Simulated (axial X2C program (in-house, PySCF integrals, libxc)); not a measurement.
# IAs⁺: properties at the nuclei

Aim: properties at the nuclei of IAs⁺, with spin–orbit coupling in the Hamiltonian from the start.

Program: an in-house X2C program for linear molecules on PySCF integrals. Level of theory: two-component X2C with atomic mean-field terms, I dyall-cv3z, As dyall-cv3z. These are calculated values, not measurements.

## Step 1: Input

Input file task.json:

```json
{
 "zs": [
  53,
  33
 ],
 "q": 1,
 "bas": [
  "dyall-cv3z",
  "dyall-cv3z"
 ],
 "r0": 2.54,
 "levels": [
  "PBE0",
  "HF",
  "BP86",
  "r2SCAN",
  "PBE50"
 ],
 "nst": 3
}
```

Keys: zs atomic numbers; q charge; bas basis sets; r0 starting distance in Å; levels methods (HF also brings MP2); nst determinants followed.

Started as:

```console
python soeom.py task.json out
```

Nuclei are Gaussian, cores are contracted, and the Gaunt term is on.

## Step 2: Expectation values, lowest determinant

R = 2.384 Å. State: Ω = 1/2 (excess of +ω over −ω: ω = 1/2).

Output of the PBE0 run:

```text
two-component X2C + atomic mean field  PBE0
basis functions 227  fitting functions 1218  grid points 5803
iter        total energy     max residual
   1      -9371.898274265     4.79e-06
   2      -9371.898274265     6.23e-06
converged
one-electron -13642.91395425  Coulomb 4154.55960457  exact exchange -65.63722549  xc functional -201.00028644  nuclear repulsion 388.22606623  atomic mean-field constant -5.13247888
```

The highest occupied spinor is 65% As p, 30% I p, 3% I d.

```csv
level,Eeff magnitude (GV/cm),Ws magnitude I (kHz),A∥/gI I (MHz),qzz I (a.u.),A∥/gI As (MHz),qzz As (a.u.)
PBE0,0.85,0.741,1270,5.39,1860,-0.96
HF,2.72,2.49,1870,4.23,1430,-0.26
BP86,0.822,0.773,1310,4.81,1870,-0.66
r2SCAN,0.862,0.491,1360,5.05,1880,-0.76
PBE50,0.881,0.711,1240,5.95,1820,-1.20
```

Eeff is the effective electric field on the electron dipole moment in this Ω state and Ws the scalar–pseudoscalar constant (defined with the proton number Z and per Ω); A∥ is the parallel hyperfine constant, which follows by multiplying with the nuclear g factor gI = μI/(I μN); qzz is the electric field gradient, eQq0 = 234.96 MHz × Q/barn × qzz. The operators were transformed with the bare-nucleus X2C matrices.

## Step 3: Expectation values, a higher determinant

R = 2.384 Å. State: Ω = 3/2 (excess of +ω over −ω: ω = 3/2), 0.35 eV above the lowest in the PBE0 search for states (made at or near this distance, with looser thresholds).

Output of the PBE0 run:

```text
two-component X2C + atomic mean field  PBE0
basis functions 227  fitting functions 1218  grid points 5803
iter        total energy     max residual
   1      -9371.885393703     6.74e-06
   2      -9371.885393702     1.26e-05
   3      -9371.885393707     4.13e-06
   4      -9371.885393708     2.07e-06
converged
one-electron -13642.76341836  Coulomb 4154.41592360  exact exchange -65.63563696  xc functional -200.99584934  nuclear repulsion 388.22606623  atomic mean-field constant -5.13247888
```

The highest occupied spinor is 58% As p, 38% I p, 2% I d.

```csv
level,Eeff magnitude (GV/cm),Ws magnitude I (kHz),A∥/gI I (MHz),qzz I (a.u.),A∥/gI As (MHz),qzz As (a.u.)
PBE0,0.233,0.146,340,5.60,263,-1.34
HF,4.49,0.908,279,7.47,179,-1.76
BP86,0.0562,0.157,340,4.85,258,-0.96
r2SCAN,0.156,0.351,412,5.10,202,-1.08
PBE50,0.553,0.0984,324,6.41,286,-1.70
```

## Step 4: Expectation values, a higher determinant

R = 2.384 Å. State: Ω = 5/2 (excess of +ω over −ω: ω = -1/2, 2 × ω = 3/2), 1.93 eV above the lowest in the PBE0 search for states (made at or near this distance, with looser thresholds).

Output of the PBE0 run:

```text
two-component X2C + atomic mean field  PBE0
basis functions 227  fitting functions 1218  grid points 5803
iter        total energy     max residual
   1      -9371.827288440     1.34e-05
   2      -9371.827288442     1.81e-05
   3      -9371.827288446     1.82e-06
   4      -9371.827288446     1.02e-06
converged
one-electron -13642.32504026  Coulomb 4154.09969943  exact exchange -65.66133662  xc functional -201.03419834  nuclear repulsion 388.22606623  atomic mean-field constant -5.13247888
```

The highest occupied spinor is 79% As p, 16% I p, 4% I d.

```csv
level,Eeff magnitude (GV/cm),Ws magnitude I (kHz),A∥/gI I (MHz),qzz I (a.u.),A∥/gI As (MHz),qzz As (a.u.)
PBE0,0.168,0.146,397,0.14,-187,2.44
HF,0.99,0.514,432,-0.06,-144,2.72
BP86,0.0288,0.0655,396,0.03,-182,2.34
r2SCAN,0.493,0.296,436,0.17,-195,2.35
PBE50,0.441,0.25,414,0.18,-176,2.57
```

## Step 5: Outcome

```
                                        quantity                                                  value
                              lowest determinant                Ω = 1/2 (excess of +ω over −ω: ω = 1/2)
                    Eeff magnitude (GV/cm), PBE0                                                   0.85
                      Ws magnitude I (kHz), PBE0                                                  0.741
                             A∥/gI I (MHz), PBE0                                                   1270
                              qzz I (a.u.), PBE0                                                   5.39
                              higher determinant                Ω = 3/2 (excess of +ω over −ω: ω = 3/2)
Eeff magnitude (GV/cm), PBE0, higher determinant                                                  0.233
  Ws magnitude I (kHz), PBE0, higher determinant                                                  0.146
         A∥/gI I (MHz), PBE0, higher determinant                                                    340
          qzz I (a.u.), PBE0, higher determinant                                                   5.60
                              higher determinant  Ω = 5/2 (excess of +ω over −ω: ω = -1/2, 2 × ω = 3/2)
Eeff magnitude (GV/cm), PBE0, higher determinant                                                  0.168
  Ws magnitude I (kHz), PBE0, higher determinant                                                  0.146
         A∥/gI I (MHz), PBE0, higher determinant                                                    397
          qzz I (a.u.), PBE0, higher determinant                                                   0.14
```

In the first state, the effective field runs from 0.822 to 2.72 GV/cm over the mean-field levels, so the levels don't agree on it. The expectation values come from single determinants, which for open shells can mix terms of unlike spin or miss the lowest Ω, so a determinant need not be a state. Eeff is the effective electric field on the electron dipole moment in this Ω state and Ws the scalar–pseudoscalar constant (defined with the proton number Z and per Ω); A∥ is the parallel hyperfine constant, which follows by multiplying with the nuclear g factor gI = μI/(I μN); qzz is the electric field gradient, eQq0 = 234.96 MHz × Q/barn × qzz. The operators were transformed with the bare-nucleus X2C matrices.
